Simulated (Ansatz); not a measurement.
# AlAsH3N, SMILES [NH]1[AlH][AsH]1: the energy of protonation at one site

Computed with Ansatz 0.2.0, Python API.

The cells in order, each with its output:

**Cell 1**
```python
from dataclasses import dataclass
import warnings

import ansatz
import numpy as np
```

**Cell 2**
```python
@dataclass
class RunConfig:
    basis: str = "def2-SVP"
    xc: str = "r2SCAN"
    net_charge: int = 1
    force_tol: float = 0.01
```

**Cell 3**
```python
cfg = RunConfig()

warnings.simplefilter("ignore", ansatz.DeckWarning)
```

**Cell 4**
```python
system = (
    ansatz.Crystal.molecule()
    .atom("N", [-0.4282, -1.0161, -0.3118])
    .atom("Al", [0.4052, 0.6445, -0.8248])
    .atom("As", [0.6453, -0.6944, 1.1616])
    .atom("H", [-1.3707, -0.697, -0.0368])
    .atom("H", [1.155, 1.4931, -1.9683])
    .atom("H", [-0.3645, 0.2058, 1.9339])
)
```

**Cell 5**
```python
setup = system.calculation().basis(gaussian=cfg.basis).functional(cfg.xc)
symbols = [site.symbol for site in system.cartesian_sites]
start = np.array([site.position_ang for site in system.cartesian_sites], dtype=float)
report = setup.relax(force_tolerance=0.01).run().report
end = np.array(report["positions_ang"])
```

**Cell 6**
```python
# start the new hydrogen opposite the existing bonds
away = sum((end[0] - end[j]) / np.linalg.norm(end[0] - end[j]) for j in [1, 2, 3]) + np.array([0.15, 0.1, -0.2])
proton = end[0] + 1.0 * away / np.linalg.norm(away)
acid = ansatz.Crystal.molecule()
for symbol, place in zip(symbols, end):
    acid = acid.atom(symbol, place.tolist())
acid = acid.atom("H", proton.tolist())
protonated = (
    acid.calculation()
    .basis(gaussian=cfg.basis)
    .functional(cfg.xc)
    .charge(cfg.net_charge)
    .relax(force_tolerance=cfg.force_tol, max_steps=80)
)
after = protonated.run().report
xyz = np.array(after["positions_ang"])
reach = np.linalg.norm(xyz[:-1] - xyz[-1], axis=1)
print(f"base {report['free_energy_ev']:.5f} eV, protonated {after['free_energy_ev']:.5f} eV")
print(f"the proton ends {reach.min():.3f} A from {symbols[reach.argmin()]}{reach.argmin()}")
print(f"electronic proton affinity {(report['free_energy_ev'] - after['free_energy_ev']):.3f} eV")
```
Output:
```text
base -68964.27314 eV, protonated -68974.25000 eV
the proton ends 1.027 A from N0
electronic proton affinity 9.977 eV
```

What to keep in mind:
- Total energies depend on the basis set; only differences at equal settings carry meaning.
- The proton is put on one chosen atom, which needn't be the most basic site, so the molecule's proton affinity can be higher; the ends are stationary points, not checked by frequencies, and zero-point and thermal terms count only where printed.
- Hardware and time: 2.5 min on 1 thread of Arm Neoverse V1, with other jobs on the host, peak memory 0.21 GiB.
